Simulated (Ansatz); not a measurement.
**C₂H₅BClF: small, medium and large basis sets**

The task here is to estimate one member of a computed series from the others.

Program: Ansatz 0.2.0, Gaussian basis. Level of theory: one geometry, several basis sets. These are calculated values, not measurements.

The runs, in order: PBE0-D4/def2-SVP; ωB97M-V/def2-SVP; PBE0-D4/def2-QZVPP; ωB97M-V/def2-QZVPP; the functionals' def2-TZVPP values are taken from earlier runs.

### The geometry

An earlier PBE0-D4 in a triple-zeta def2 set relaxation fixed the geometry.

SMILES `BC(F)CCl`, 10 atoms, charge 0, spin multiplicity 1.

Atoms are counted from 1 here; the program's logs count them from 0.

Bond lengths: B1–C2 1.558 Å, B1–H6 1.192 Å, B1–H7 1.195 Å, C2–F3 1.386 Å, C2–C4 1.509 Å, C2–H8 1.109 Å, C4–Cl5 1.782 Å, C4–H9 1.090 Å, C4–H10 1.089 Å. Angles: C2–B1–H6 120.8°, C2–B1–H7 118.2°, H6–B1–H7 120.9°, B1–C2–F3 113.9°, B1–C2–C4 115.3°, B1–C2–H8 102.6°, F3–C2–C4 109.7°, F3–C2–H8 107.0°, C4–C2–H8 107.5°, C2–C4–Cl5 112.6°, C2–C4–H9 110.7°, C2–C4–H10 110.0°, Cl5–C4–H9 106.7°, Cl5–C4–H10 107.3°, H9–C4–H10 109.4°.

Set-up of the first run:

in.yaml

```yaml
crystal:
  periodic: [false, false, false]
  atoms:
    - {symbol: B, position_ang: [-1.309181, -0.711714, -0.281207]}
    - {symbol: C, position_ang: [0.178928, -0.496831, 0.126495]}
    - {symbol: F, position_ang: [0.520299, -1.080339, 1.335992]}
    - {symbol: C, position_ang: [0.655255, 0.934913, 0.099963]}
    - {symbol: Cl, position_ang: [2.428724, 1.067755, 0.206340]}
    - {symbol: H, position_ang: [-2.010288, -1.450801, 0.336944]}
    - {symbol: H, position_ang: [-1.707393, -0.172271, -1.270553]}
    - {symbol: H, position_ang: [0.728458, -1.046223, -0.665087]}
    - {symbol: H, position_ang: [0.248493, 1.491759, 0.943735]}
    - {symbol: H, position_ang: [0.349805, 1.412750, -0.829720]}
basis:
  gaussian: {orbitals: def2-SVP}
hamiltonian: {xc: pbe0, dispersion: d4}
output: {orbitals: {seedname: orbitals}}
```

Steps of the session up to this table: PBE0-D4 in def2-SVP; ωB97M-V in def2-SVP; PBE0-D4 in def2-QZVPP; ωB97M-V in def2-QZVPP.

One of the session's tables, all rows but one given; the rest of the session is left out.

It belongs to the step «Functionals by basis». 

```
functional       basis  HOMO (eV)  LUMO (eV)
   PBE0-D4    def2-SVP      -8.34      -2.04
   PBE0-D4  def2-TZVPP          ?          ?
   PBE0-D4  def2-QZVPP      -8.57      -2.17
   ωB97M-V    def2-SVP     -10.62       0.04
   ωB97M-V  def2-TZVPP     -10.84      -0.20
   ωB97M-V  def2-QZVPP     -10.89      -0.28
```

Estimate the missing values for PBE0-D4, def2-TZVPP.

The run gave: HOMO (eV): -8.53; LUMO (eV): -2.14. In the column «HOMO (eV)» it lies between PBE0-D4, def2-QZVPP (-8.57) and PBE0-D4, def2-SVP (-8.34).
